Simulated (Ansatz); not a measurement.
# C2H13GeInSi2Zn: the cost of one run

The runs use Ansatz 0.2.0, Gaussian basis; the settings change from run to run.

1 further run of the same task is left out (for a known fault of the program).

## (1) The geometry

The structure was relaxed beforehand with PBE0-D4 in a triple-zeta def2 set. In takes a core potential in def2 sets; no spin-orbit term is included.

20 atoms, charge 0, spin multiplicity 1.

Atoms are counted from 1 here; the program's logs count them from 0.

Bond lengths: C1–C2 1.544 Å, C1–H8 1.095 Å, C1–H9 1.098 Å, C1–H10 1.094 Å, C2–Si3 1.835 Å, C2–Zn4 2.009 Å, C2–Ge5 1.970 Å, Si3–H11 1.489 Å, Si3–H12 1.492 Å, Si3–H13 1.531 Å, Zn4–H14 1.552 Å, Ge5–Si6 2.395 Å, Ge5–H15 1.546 Å, Ge5–H16 1.549 Å, Si6–In7 2.555 Å, Si6–H17 1.490 Å, Si6–H18 1.488 Å, In7–H19 1.799 Å and more. Angles: C2–C1–H8 112.2°, C2–C1–H9 112.4°, C2–C1–H10 111.6°, H8–C1–H9 106.9°, H8–C1–H10 106.7°, H9–C1–H10 106.7°, C1–C2–Si3 110.1°, C1–C2–Zn4 110.8°, C1–C2–Ge5 109.0°, Si3–C2–Zn4 108.0°, Si3–C2–Ge5 110.9°, Zn4–C2–Ge5 108.0°, C2–Si3–H11 113.7°, C2–Si3–H12 116.3°, C2–Si3–H13 111.4°, H11–Si3–H12 108.3°, H11–Si3–H13 103.5°, H12–Si3–H13 102.3° and more.

## (2) CAM-B3LYP/def2-mTZVPP

Set apart from the defaults: atoms shaken by 0.08 Å, a grid of angular degree 47, D3(BJ) with three-body dispersion.

Input file in.yaml:

```yaml
crystal:
  periodic: [false, false, false]
  atoms:
    - {symbol: C, position_ang: [-2.435624, -0.724002, -0.496105]}
    - {symbol: C, position_ang: [-0.914997, -0.419743, -0.141567]}
    - {symbol: Si, position_ang: [-0.515254, -0.597233, 1.559898]}
    - {symbol: Zn, position_ang: [0.284427, -1.554660, -1.284658]}
    - {symbol: Ge, position_ang: [-0.473072, 1.532489, -0.643769]}
    - {symbol: Si, position_ang: [1.748993, 1.847258, -0.412076]}
    - {symbol: In, position_ang: [2.784065, -0.330555, 0.660300]}
    - {symbol: H, position_ang: [-2.668579, -1.774089, -0.222765]}
    - {symbol: H, position_ang: [-3.058417, 0.155151, 0.085114]}
    - {symbol: H, position_ang: [-2.587957, -0.473034, -1.556378]}
    - {symbol: H, position_ang: [-0.672149, -1.936366, 2.070911]}
    - {symbol: H, position_ang: [-1.089524, 0.269687, 2.482782]}
    - {symbol: H, position_ang: [0.766494, -0.289928, 1.816375]}
    - {symbol: H, position_ang: [0.589903, -2.463590, -2.379725]}
    - {symbol: H, position_ang: [-0.850642, 1.563238, -2.092029]}
    - {symbol: H, position_ang: [-1.433884, 2.454268, 0.138975]}
    - {symbol: H, position_ang: [2.311121, 2.265437, -1.722707]}
    - {symbol: H, position_ang: [2.082436, 3.018412, 0.740656]}
    - {symbol: H, position_ang: [1.983436, -1.752487, -0.378310]}
    - {symbol: H, position_ang: [3.827866, -0.773487, 1.751196]}
basis:
  gaussian: {orbitals: def2-mTZVPP, final_grid: {core_spheres: 20, valence_spheres: 16, degree: 47}}
hamiltonian: {xc: {name: CAM-B3LYP}, dispersion: d3bjatm}
output: {forces: true}
```

The run is started by

```sh
$ ansatz run in.yaml --threads 4 --pin off --events-out ev --progress --plain --max-ram 66560MiB --backend cpu
```

**Question.** How long does this run take on 4 threads of AMD EPYC 7R13, shared host, and how much memory does it need?

About 22 s, with a peak of 1.7 GiB.
